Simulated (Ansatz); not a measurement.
Runs of Ansatz 0.2.0 on NiMoIrPdW. Symmetry: P3m1, No. 156, trigonal system. Conventional cell: a = 2.770 Å, b = 2.770 Å, c = 21.881 Å, α = 90.00°, β = 90.00°, γ = 120.00°. Ni (site symmetry 3m) has 9 Ni at 2.52 to 2.77 Å and 3 W at 2.57 Å as nearest neighbours. Ni (site symmetry 3m) has 9 Ni at 2.52 to 2.77 Å and 3 Ir at 2.62 Å as nearest neighbours. Around Mo (site symmetry 3m) lie 3 Ir at 2.76 Å and 6 Mo at 2.77 Å and 3 Pd at 2.80 Å. Mo (site symmetry 3m) has 3 Ir at 2.66 Å and 6 Mo at 2.77 Å and 3 Pd at 2.82 Å as nearest neighbours. Pd (site symmetry 3m) has 6 Pd at 2.77 Å and 3 W at 2.79 Å and 3 Mo at 2.80 Å as nearest neighbours. Pd (site symmetry 3m) is surrounded by 6 Pd at 2.77 Å and 3 W at 2.80 Å and 3 Mo at 2.82 Å. Ir (site symmetry 3m) has 3 Mo at 2.76 Å and 6 Ir at 2.77 Å and 3 W at 2.77 Å as nearest neighbours. Ir (site symmetry 3m) has 3 Ni at 2.62 Å and 3 Mo at 2.66 Å and 6 Ir at 2.77 Å as nearest neighbours. The cell was built by a generator and needn't be a form met in nature.

```tsv
task	level	potentials or basis	U	cell	k mesh	cutoff (eV)	hubbard projectors	double counting	target pressure (GPa)	points for each segment of the path	mesh quality	gap on the mesh (eV)	pressure (GPa)	moment (μB)	largest force (eV/Å)
projected density of states	PBE+U	Ansatz PAW	Ir d U = 2 eV, Mo d U = 2 eV, Ni d U = 2 eV, Pd d U = 2 eV, W d U = 2 eV	as given	11 × 11 × 2	420	ortho-atomic (the default)	fll (the default)	-	-	not flagged	none	0.8	1.19	0.32
relaxation of cell and atoms	PBE	Ansatz PAW	-	relaxed to 20 GPa	8 × 8 × 1	420	-	-	20	-	not flagged	none	20.0	0.00	-
projected density of states	PBE	Ansatz PAW	-	as given	11 × 11 × 2	420	-	-	-	-	not flagged	none	-0.1	0.00	0.15
relaxation of cell and atoms	PBE	Ansatz PAW	-	relaxed to 10 GPa	8 × 8 × 1	420	-	-	10	-	not flagged	none	10.0	0.00	-
projected density of states	PBE+U	Ansatz PAW	Ir d U = 4 eV, Mo d U = 4 eV, Ni d U = 4 eV, Pd d U = 4 eV, W d U = 4 eV	as given	11 × 11 × 2	420	ortho-atomic (the default)	fll (the default)	-	-	not flagged	none	3.4	1.41	0.37
single point	r2SCANh	Ansatz PAW	-	as given	5 × 5 × 1	500	-	-	-	-	coarse	none	-7.4	1.03	(b)
single point	PBE	Ansatz NC with PseudoDojo standard (PBE files)	-	as given	11 × 11 × 2	1400	-	-	-	-	not flagged	none	0.0	(a)	0.16
atomic charges	PBE	Ansatz PAW	-	as given	11 × 11 × 2	420	-	-	-	-	not flagged	none	-0.1	0.00	0.15
electron localisation function	PBE	Ansatz PAW	-	as given	11 × 11 × 2	420	-	-	-	-	not flagged	none	-0.1	0.00	0.15
band structure	PBE	Ansatz PAW	-	as given	11 × 11 × 2	420	-	-	-	10	not flagged	none	-0.1	0.00	0.15
electric field gradients	PBE	Ansatz PAW	-	as given	11 × 11 × 2	420	-	-	-	-	not flagged	none	-0.1	0.00	0.15
```

Alike in all rows: spin collinear, ferromagnetic start; smearing fermi-dirac 0.05 eV.

Question: Estimate the missing entries.

Answer: (a) 0.22; (b) 0.43.

Caveats: some runs use coarse meshes; the starting moments weren't kept (some runs); the magnetic or orbital state may not be the lowest (some runs); the U is typed as a test and isn't derived for this compound (some runs); the plane-wave basis is chosen anew once the cell has moved, so the energies of steps on either side of that aren't comparable (some runs); the PAW data sets come from PBE, with cores solved anew for the run's functional, which leaves a small shift of forces and pressure (some runs); the thresholds are loose for stress (some runs); spin-orbit coupling is left out, which moves the levels of the heavy elements (some runs).

A k mesh can miss the band edges, and the runs leave out spin-orbit coupling on Ir, Mo, Pd, W.

A gap of «none» marks a metal or a gap under the smearing width.
